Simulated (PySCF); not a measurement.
**Cl¹³⁺, Cl¹⁴⁺: ionisation energies in even-tempered 19s9p6d5f4g**

Each state of chlorine is computed at each level; their differences give the ionisation energy. How far do the methods differ?

Program: PySCF 2.14.0. Level of theory: unrestricted determinants in a Gaussian basis, no spin-orbit coupling in the energies. These are calculated values, not measurements, unless marked.

### Step 1. The system

* Element: chlorine (Z = 17)
* Basis: an even-tempered Gaussian basis (19 s from 2.1 bohr⁻², ratio 2.2; 9 p from 3.4 bohr⁻², ratio 2.4; 6 d from 10 bohr⁻², ratio 2.4; 5 f from 15 bohr⁻², ratio 2.4; 4 g from 23 bohr⁻², ratio 2.4)
* Hamiltonian: scalar relativity by spin-free X2C-1e
* State 1: Cl¹³⁺: [He] 2s2, closed-shell 1S
* State 2: Cl¹⁴⁺: [He] 2s1, 2S determinant
* Needed too, but not shown: Cl¹⁵⁺ 1s2 (1S)
* Methods: UHF, LDA, PBE, PBE0, r2SCAN, BLYP, r2SCAN0, MP2
* Core shells frozen in the correlated runs: all electrons: nothing (for Cl¹³⁺)

The outer shells:

Cl13+ [He] 2s2
```
[He] core
2s [↑↓]
```

Cl14+ [He] 2s1
```
[He] core
2s [↑ ]
```

One driver process ran all states and methods and kept the integrals in memory. Each run is shown as a PySCF script that sums up its settings (the driver passes frozen orbitals as a list and adds second-order terms of double hybrids); the logs are those of the runs themselves. The driver starts from symmetry-adapted Hartree-Fock orbitals, holds the occupation by maximum overlap and uses a logarithmic radial grid for functionals, so a plain start would take other cycles.

The integrals over 147 functions and the set-up took 1 s of CPU time.

### Step 2. Cl¹³⁺

Level: UHF.

The input, input.py:

```python
from pyscf import gto, scf, dft, mp, cc
mol = gto.M(atom="Cl 0 0 0", charge=13, spin=0, symmetry="D2h",
            basis=gto.etbs([(0, 19, 2.1, 2.2), (1, 9, 3.4, 2.4), (2, 6, 10, 2.4), (3, 5, 15, 2.4), (4, 4, 23, 2.4)]),
            nucmod="G")
mf = scf.UHF(mol).sfx2c1e()
mf.irrep_nelec = {'Ag': (2, 2)}
mf.kernel()
```

Level: LDA.

input.py, as changed from the run before:

```diff
@@ -4,3 +4,3 @@
             nucmod="G")
-mf = scf.UHF(mol).sfx2c1e()
+mf = dft.UKS(mol, xc="LDA,VWN").sfx2c1e()
 mf.irrep_nelec = {'Ag': (2, 2)}
```

Level: PBE.

input.py, as changed from the run before:

```diff
@@ -4,3 +4,3 @@
             nucmod="G")
-mf = dft.UKS(mol, xc="LDA,VWN").sfx2c1e()
+mf = dft.UKS(mol, xc="PBE").sfx2c1e()
 mf.irrep_nelec = {'Ag': (2, 2)}
```

Level: PBE0.

input.py, as changed from the run before:

```diff
@@ -4,3 +4,3 @@
             nucmod="G")
-mf = dft.UKS(mol, xc="PBE").sfx2c1e()
+mf = dft.UKS(mol, xc="PBE0").sfx2c1e()
 mf.irrep_nelec = {'Ag': (2, 2)}
```

Level: r2SCAN.

input.py, as changed from the run before:

```diff
@@ -4,3 +4,3 @@
             nucmod="G")
-mf = dft.UKS(mol, xc="PBE0").sfx2c1e()
+mf = dft.UKS(mol, xc="R2SCAN").sfx2c1e()
 mf.irrep_nelec = {'Ag': (2, 2)}
```

Level: BLYP.

input.py, as changed from the run before:

```diff
@@ -4,3 +4,3 @@
             nucmod="G")
-mf = dft.UKS(mol, xc="R2SCAN").sfx2c1e()
+mf = dft.UKS(mol, xc="BLYP").sfx2c1e()
 mf.irrep_nelec = {'Ag': (2, 2)}
```

Level: r2SCAN0.

input.py, as changed from the run before:

```diff
@@ -4,3 +4,3 @@
             nucmod="G")
-mf = dft.UKS(mol, xc="BLYP").sfx2c1e()
+mf = dft.UKS(mol, xc="HYB_MGGA_XC_R2SCAN0").sfx2c1e()
 mf.irrep_nelec = {'Ag': (2, 2)}
```

Level: MP2 (all electrons).

input.py, as changed from the run before:

```diff
@@ -4,4 +4,5 @@
             nucmod="G")
-mf = dft.UKS(mol, xc="HYB_MGGA_XC_R2SCAN0").sfx2c1e()
+mf = scf.UHF(mol).sfx2c1e()
 mf.irrep_nelec = {'Ag': (2, 2)}
 mf.kernel()
+mp.UMP2(mf, frozen=0).kernel()
```

### Step 3. Cl¹⁴⁺: the ladder of methods

Level: UHF.

The input, input.py:

```python
from pyscf import gto, scf, dft, mp, cc
mol = gto.M(atom="Cl 0 0 0", charge=14, spin=1, symmetry="D2h",
            basis=gto.etbs([(0, 19, 2.1, 2.2), (1, 9, 3.4, 2.4), (2, 6, 10, 2.4), (3, 5, 15, 2.4), (4, 4, 23, 2.4)]),
            nucmod="G")
mf = scf.UHF(mol).sfx2c1e()
mf.irrep_nelec = {'Ag': (2, 1)}
mf.kernel()
```

Level: LDA.

input.py, as changed from the run before:

```diff
@@ -4,3 +4,3 @@
             nucmod="G")
-mf = scf.UHF(mol).sfx2c1e()
+mf = dft.UKS(mol, xc="LDA,VWN").sfx2c1e()
 mf.irrep_nelec = {'Ag': (2, 1)}
```

Level: PBE.

input.py, as changed from the run before:

```diff
@@ -4,3 +4,3 @@
             nucmod="G")
-mf = dft.UKS(mol, xc="LDA,VWN").sfx2c1e()
+mf = dft.UKS(mol, xc="PBE").sfx2c1e()
 mf.irrep_nelec = {'Ag': (2, 1)}
```

Level: PBE0.

input.py, as changed from the run before:

```diff
@@ -4,3 +4,3 @@
             nucmod="G")
-mf = dft.UKS(mol, xc="PBE").sfx2c1e()
+mf = dft.UKS(mol, xc="PBE0").sfx2c1e()
 mf.irrep_nelec = {'Ag': (2, 1)}
```

Level: r2SCAN.

input.py, as changed from the run before:

```diff
@@ -4,3 +4,3 @@
             nucmod="G")
-mf = dft.UKS(mol, xc="PBE0").sfx2c1e()
+mf = dft.UKS(mol, xc="R2SCAN").sfx2c1e()
 mf.irrep_nelec = {'Ag': (2, 1)}
```

Level: BLYP.

input.py, as changed from the run before:

```diff
@@ -4,3 +4,3 @@
             nucmod="G")
-mf = dft.UKS(mol, xc="R2SCAN").sfx2c1e()
+mf = dft.UKS(mol, xc="BLYP").sfx2c1e()
 mf.irrep_nelec = {'Ag': (2, 1)}
```

Level: r2SCAN0.

input.py, as changed from the run before:

```diff
@@ -4,3 +4,3 @@
             nucmod="G")
-mf = dft.UKS(mol, xc="BLYP").sfx2c1e()
+mf = dft.UKS(mol, xc="HYB_MGGA_XC_R2SCAN0").sfx2c1e()
 mf.irrep_nelec = {'Ag': (2, 1)}
```

Level: MP2 (all electrons).

input.py, as changed from the run before:

```diff
@@ -4,4 +4,5 @@
             nucmod="G")
-mf = dft.UKS(mol, xc="HYB_MGGA_XC_R2SCAN0").sfx2c1e()
+mf = scf.UHF(mol).sfx2c1e()
 mf.irrep_nelec = {'Ag': (2, 1)}
 mf.kernel()
+mp.UMP2(mf, frozen=0).kernel()
```

What does the calculation give?

**Answer**, as computed:

| quantity | value |
| --- | --- |
| ionisation energy, Cl¹³⁺ | UHF 745.04, MP2 (all electrons) 748.33 eV; reference 750.23 ± 0.19 |
| ionisation energy, Cl¹⁴⁺ | UHF 809.22, MP2 (all electrons) 809.38 eV; reference 809.20 |

In words: For the first difference the methods span 3.907 eV, from UHF (745.04) to SCS-MP2 (all electrons) (748.95). The reference is uncertain or not like for like (spin-orbit coupling or other relativistic terms), so no ranking of close methods is drawn. All values hold for this basis alone; no basis-set limit was taken.
